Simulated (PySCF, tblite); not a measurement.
**C7H10OSi: geometry, infrared bands and NMR shifts**

Aim: predict the infrared bands and NMR shifts of C7H10OSi (`C=C[C@H](C)C1=C[SiH2]C1=O`).

Computed with tblite 0.8.0 and PySCF 2.14.0, with density-fitted response routines of our own, on a single molecule in the gas phase. Atoms count from 0, in the outputs and in this text.

**1. Starting geometry**

19 atoms, charge 0, multiplicity 1; geometry from: force field or distance geometry start.

Bonds of the start (Å): C0–C1 1.33, C1–C2 1.49, C2–C3 1.52, C2–C4 1.50, C4–C5 1.33, C5–Si6 1.83, Si6–C7 1.81, C7–O8 1.26, C7–C4 1.45, C0–H9 1.10, C0–H10 1.10, C1–H11 1.11, C2–H12 1.08, C3–H13 1.10, C3–H14 1.12, C3–H15 1.14, C5–H16 1.08, Si6–H17 1.47, Si6–H18 1.46.

**2. Optimising the geometry with GFN2-xTB**

Job settings and geometry (Å):

```
{"job": {"kind": "relax", "xc": "GFN2-xTB", "basis": "xTB"}, "charge": 0, "multiplicity": 1}
C     -2.258600     1.570000    -0.749100
C     -1.514200     0.785200     0.018300
C     -0.753900    -0.363000    -0.549400
C     -1.184100    -1.650000     0.130400
C      0.692600    -0.105900    -0.256600
C      1.749800     0.019200    -1.045500
Si     3.008500     0.308000     0.250500
C      1.381900     0.090400     1.003900
O      0.964000     0.088800     2.190200
H     -2.353600     1.389900    -1.828100
H     -2.826800     2.415000    -0.340800
H     -1.437900     0.966800     1.107200
H     -0.940000    -0.423000    -1.616100
H     -2.286600    -1.717900     0.108800
H     -0.734400    -2.528600    -0.395700
H     -0.846700    -1.612100     1.221300
H      1.842900    -0.030200    -2.119000
H      3.881600    -0.832800     0.557000
H      3.605600     1.639600     0.320300
```

Launch:

```
OMP_NUM_THREADS=1 python probes_run.py task.json out
```

One launch serves the whole session: the jobs run in the order shown.

**Question.** This job is followed by: GFN2-xTB harmonic vibrations, gas phase; GIAO PBE0/pcSseg-1 NMR shielding, non-relativistic, gas phase. What will the session give for the following? strongest single infrared mode (GFN2-xTB); zero-point energy (GFN2-xTB); 13C shifts against TMS (PBE0/pcSseg-1); 1H shifts against TMS (PBE0/pcSseg-1, means over atoms taken as alike); 29Si shifts against TMS (PBE0/pcSseg-1); 17O shifts against H2O (PBE0/pcSseg-1); surface potential, 1st and 99th percentile.

The runs gave:

| quantity | value |
| --- | --- |
| strongest single infrared mode (GFN2-xTB) | 2280 cm⁻¹, 431 km/mol |
| zero-point energy (GFN2-xTB) | 89.9 kcal/mol |
| 13C shifts against TMS (PBE0/pcSseg-1) | 224.1, 194.0, 175.0, 149.4, 120.5, 52.1, 21.7 ppm |
| 1H shifts against TMS (PBE0/pcSseg-1, means over atoms taken as alike) | 8.67, 6.72, 5.35, 5.24, 5.21, 5.18, 3.06, 1.41 ppm |
| 29Si shifts against TMS (PBE0/pcSseg-1) | -23.3 ppm |
| 17O shifts against H2O (PBE0/pcSseg-1) | 746.4 ppm |
| surface potential, 1st and 99th percentile | -1.60 V and 1.27 V |

Over 53 steps the energy fell by 0.589 eV; of the close pairs, Si6–C7 changed most, 1.806 to 1.946 Å. All 51 modes are real, so the xTB geometry is a minimum. The strongest single mode, at 2280 cm⁻¹, moves mainly H17 and H18. GFN2-xTB is a fitted tight-binding method: band positions and strengths are rough. Its intensities can rank the bands wrongly. At PBE0/pcSseg-1: The largest span, 1503 ppm, is at O8, where the paramagnetic term is -813 ppm. By nearest atom (PBE0/pcSseg-1), the HOMO sits on O8 47 %; C7 15 % and the LUMO on C5 30 %; C7 24 %.
